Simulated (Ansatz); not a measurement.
**CH6ClNOSi: a ladder of functionals and wavefunction methods**

One table from this session's results is given with a row withheld; the runs are named, their logs left out.

Computed with Ansatz 0.2.0, Gaussian basis. Level: functionals in def2-TZVPP, the program's frozen cores in correlated methods.

Plan: PBE-D4, r2SCAN-D4, PBE0-D4, B3LYP-D4, ωB97X-V, ωB97M-V, B2PLYP; CCSD(T)/def2-TZVPP; MP2/def2-QZVPP; extrapolation to the limit.

## The geometry

The geometry comes from an earlier relaxation with PBE0-D4 in a triple-zeta def2 set; it is a stationary point, not always the lowest conformer.

SMILES `N[SiH](O)CCl`, 11 atoms, charge 0, spin multiplicity 1.

Atoms are counted from 1 here; the program's logs count them from 0.

Bond lengths: N1–Si2 1.705 Å, N1–H6 1.008 Å, N1–H7 1.007 Å, Si2–O3 1.645 Å, Si2–C4 1.882 Å, Si2–H8 1.480 Å, O3–H9 0.960 Å, C4–Cl5 1.798 Å, C4–H10 1.090 Å, C4–H11 1.090 Å. Angles: Si2–N1–H6 120.0°, Si2–N1–H7 121.2°, H6–N1–H7 111.5°, N1–Si2–O3 117.8°, N1–Si2–C4 105.7°, N1–Si2–H8 109.1°, O3–Si2–C4 108.6°, O3–Si2–H8 103.9°, C4–Si2–H8 111.8°, Si2–O3–H9 116.6°, Si2–C4–Cl5 108.0°, Si2–C4–H10 112.4°, Si2–C4–H11 113.1°, Cl5–C4–H10 106.8°, Cl5–C4–H11 107.1°, H10–C4–H11 109.0°.

The first run:

in.yaml reads:

```yaml
crystal:
  periodic: [false, false, false]
  atoms:
    - {symbol: N, position_ang: [-1.155634, 1.084673, 0.443698]}
    - {symbol: Si, position_ang: [-0.550183, -0.353428, -0.244012]}
    - {symbol: O, position_ang: [-0.255635, -0.365026, -1.862887]}
    - {symbol: C, position_ang: [1.059936, -0.712931, 0.661954]}
    - {symbol: Cl, position_ang: [2.206693, 0.626929, 0.312836]}
    - {symbol: H, position_ang: [-0.528549, 1.843673, 0.659087]}
    - {symbol: H, position_ang: [-2.077862, 1.420766, 0.220205]}
    - {symbol: H, position_ang: [-1.541487, -1.435652, -0.054181]}
    - {symbol: H, position_ang: [0.433198, 0.224063, -2.177879]}
    - {symbol: H, position_ang: [1.534478, -1.631607, 0.317726]}
    - {symbol: H, position_ang: [0.940447, -0.758464, 1.744053]}
basis:
  gaussian: {orbitals: def2-TZVPP}
hamiltonian: {xc: pbe, dispersion: d4}
output: {forces: true, orbitals: {seedname: orbitals}}
```

Command:

```bash
ansatz run in.yaml --threads 4 --pin off --events-out ev --progress --plain --max-ram 10444MiB
```

Among the steps run: PBE-D4 (GGA); r2SCAN-D4 (meta-GGA); PBE0-D4 (hybrid); B3LYP-D4 (hybrid); ωB97X-V (range-separated); ωB97M-V (range-separated); B2PLYP (double hybrid); CCSD(T) in def2-TZVPP; MP2 in def2-QZVPP.

One of the session's tables, all rows but one given; the rest of the session is left out.

```
            method  atomisation energy (kJ/mol)
            PBE-D4                       4007.7
         r2SCAN-D4                       3945.9
           PBE0-D4                       3934.6
          B3LYP-D4                       3942.7
           ωB97X-V                       3966.2
           ωB97M-V                       3971.2
            B2PLYP                       3899.9
     HF/def2-TZVPP                            ?
    MP2/def2-TZVPP                       3907.1
   CCSD/def2-TZVPP                       3776.3
CCSD(T)/def2-TZVPP                       3836.5
           MP2/CBS                       4033.0
       CCSD(T)/CBS                       3962.3
```

Estimate the missing values for HF/def2-TZVPP.

**Answer.** atomisation energy (kJ/mol): 2796.7. In the column «atomisation energy (kJ/mol)» it is the lowest.

Limits of these values: Free atoms (1 N, 1 Si, 1 O, 1 C, 1 Cl, 6 H) were run apart at each level; the atomisation energy is their sum less the molecule, without zero-point or spin-orbit terms.
